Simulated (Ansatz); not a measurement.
# Ge2H4F2: basis-set convergence

How large a basis does Ge2H4F2 need? Two functionals are run in growing sets.

Method: one geometry, several basis sets; program: Ansatz 0.2.0, Gaussian basis.

Plan: PBE0-D4/def2-SVP; ωB97M-V/def2-SVP; PBE0-D4/def2-QZVPP; ωB97M-V/def2-QZVPP; the functionals' def2-TZVPP values are taken from earlier runs.

## Step 1: The geometry

The geometry comes from an earlier relaxation with PBE0-D4 in a triple-zeta def2 set; it is a stationary point, not always the lowest conformer.

SMILES `[F][GeH]([F])[GeH3]`, 8 atoms, charge 0, spin multiplicity 1.

Atoms are counted from 1 here; the program's logs count them from 0.

Bond lengths: F1–Ge2 1.734 Å, Ge2–F3 1.734 Å, Ge2–Ge4 2.425 Å, Ge2–H5 1.537 Å, Ge4–H6 1.533 Å, Ge4–H7 1.533 Å, Ge4–H8 1.531 Å. Angles: F1–Ge2–F3 104.0°, F1–Ge2–Ge4 108.4°, F1–Ge2–H5 106.2°, F3–Ge2–Ge4 108.4°, F3–Ge2–H5 106.2°, Ge4–Ge2–H5 122.1°, Ge2–Ge4–H6 108.5°, Ge2–Ge4–H7 108.5°, Ge2–Ge4–H8 108.4°, H6–Ge4–H7 110.0°, H6–Ge4–H8 110.7°, H7–Ge4–H8 110.7°.

## Step 2: PBE0-D4 in def2-SVP

File in.yaml:

```yaml
crystal:
  periodic: [false, false, false]
  atoms:
    - {symbol: F, position_ang: [1.031701, -1.038397, 1.834545]}
    - {symbol: Ge, position_ang: [1.102943, -0.251646, 0.290489]}
    - {symbol: F, position_ang: [1.643406, -1.496689, -0.789298]}
    - {symbol: Ge, position_ang: [-1.146593, 0.391103, -0.346727]}
    - {symbol: H, position_ang: [2.249929, 0.767623, 0.379921]}
    - {symbol: H, position_ang: [-1.662064, 1.425740, 0.660723]}
    - {symbol: H, position_ang: [-1.098834, 1.005389, -1.750832]}
    - {symbol: H, position_ang: [-2.028287, -0.860224, -0.334623]}
basis:
  gaussian: {orbitals: def2-SVP}
hamiltonian: {xc: pbe0, dispersion: d4}
output: {orbitals: {seedname: orbitals}}
```

Run with:

```sh
> ansatz run in.yaml --threads 2 --pin off --events-out ev --progress --plain --max-ram 32768MiB --backend cpu
```

Further steps of the session: ωB97M-V in def2-SVP; PBE0-D4 in def2-QZVPP; ωB97M-V in def2-QZVPP.

Before running them: what should the planned runs give, taken together? Wanted: PBE0-D4: double and triple zeta above quadruple; ωB97M-V: double and triple zeta above quadruple.

The runs gave:

```
                                       quantity           value
PBE0-D4: double and triple zeta above quadruple  24.02, 2.79 eV
ωB97M-V: double and triple zeta above quadruple  24.06, 2.71 eV
```

**Reading.** PBE0-D4 gains 21.24 eV from double to triple zeta, then 2.79 eV more. These are total energies; as a rule much of such shifts cancels in differences, which this series doesn't test. The LUMO of ωB97M-V is positive and keeps falling with the basis (1.67 to 1.09 eV): an unbound level that the basis holds in place.
